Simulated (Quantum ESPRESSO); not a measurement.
Crystal: GaP.

```xyz
2
Lattice="0.0000 2.7252 2.7252 2.7252 0.0000 2.7252 2.7252 2.7252 0.0000" Properties=species:S:1:pos:R:3 pbc="T T T"
Ga    0.0000    0.0000    0.0000
P     1.3626    1.3626    1.3626
```

The cell was built by a generator and needn't be a form met in nature.

Base run:

- Program: Quantum ESPRESSO 7.5
- Functional: LDA
- Potentials or basis: PseudoDojo 0.4.1 SR LDA standard
- Cutoff: 1088 eV
- Density cutoff: 4354 eV
- k mesh: 8 × 8 × 8, shifted
- Occupations: fermi-dirac, width 0.02 eV
- Spin: no spin polarisation

Its results: pressure -2.9 GPa; electronic dielectric tensor (diagonal) 10.98.

Task: The run is repeated on the same cell with these changes: functional from LDA to PBE; potentials or basis from PseudoDojo 0.4.1 SR LDA standard to PseudoDojo 0.4.1 SR PBE standard. What comes out?

Result: Pressure 2.6 GPa; electronic dielectric tensor (diagonal) 10.45.
